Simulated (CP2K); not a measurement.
MnPt2, 3 atoms in the cell. It takes space group P-3m1 (No. 164, trigonal). Conventional cell: a = 2.858 Å, b = 2.858 Å, c = 6.533 Å, α = 90.00°, β = 90.00°, γ = 120.00°. Around Pt (site symmetry 3m) lie 3 Mn at 2.64 Å and 9 Pt at 2.86 to 2.91 Å. Mn (site symmetry -3m) has 6 Pt at 2.64 Å and 6 Mn at 2.86 Å as nearest neighbours. The cell comes from a database or a generator and needn't be the stable form of this composition.

* Program: CP2K 2026.2
* Task: single point
* Functional: PBE
* Potentials or basis: GTH_POTENTIALS Pt GTH-PBE-q18, Mn GTH-PBE-q15; TZVP-MOLOPT-SR-GTH basis
* Density cutoff: 6803 eV
* k mesh: 11 × 11 × 4
* Occupations: fermi-dirac, width 0.05 eV
* Spin: collinear spin, ferromagnetic start
* Starting moments: [0.0, 0.0, 5.5] μB
* SCF solver: diagonalisation with k points
* Quickstep method: GPW
* EPS_DEFAULT: 1.0E-10
* EPS_SCF: 1.0E-6
* MAX_SCF: 150
* SCF_GUESS: ATOMIC
* k points reduced by the point group: yes
* Mesh centred on Gamma: yes
* CHOLESKY: OFF
* EPS_EIGVAL: 1.0E-7
* MIXING METHOD: PULAY_MIXING
* MIXING ALPHA: 0.4
* NBUFFER: 6
* NGRIDS: 4
* Basis sets: Pt TZVP-MOLOPT-SR-GTH-q18, Mn TZVP-MOLOPT-SR-GTH-q15
* Potentials: Pt GTH-PBE-q18 of GTH_POTENTIALS, Mn GTH-PBE-q15 of GTH_POTENTIALS
* MULTIPLICITY of the start: 8
* ADDED_MOS: [21, 28]
* REL_CUTOFF (Ry): 60 Ry
* MIXING BETA (1/bohr): 1.5 1/bohr
* CUTOFF of the grids: 500 Ry

Potentials or basis: GTH_POTENTIALS Pt GTH-PBE-q18, Mn GTH-PBE-q15; TZVP-MOLOPT-SR-GTH basis.

The run is started by

```console
$ OMP_NUM_THREADS=1 cp2k.psmp -i mnpt2_scf.inp -o mnpt2_scf.out
```

Hardware: 1 thread of Intel(R) Xeon(R) Platinum 8259CL CPU @ 2.50GHz (Skylake/Cascade Lake) (shared host).

Problem. How long does it take, and how much memory?

Solution. Wall time 14 min on 1 thread of Intel(R) Xeon(R) Platinum 8259CL CPU @ 2.50GHz (Skylake/Cascade Lake), with other jobs on the host, peak memory 0.65 GiB. Counts: scf iterations 44, k points 58, basis 105, bands 50, force evaluations 1.
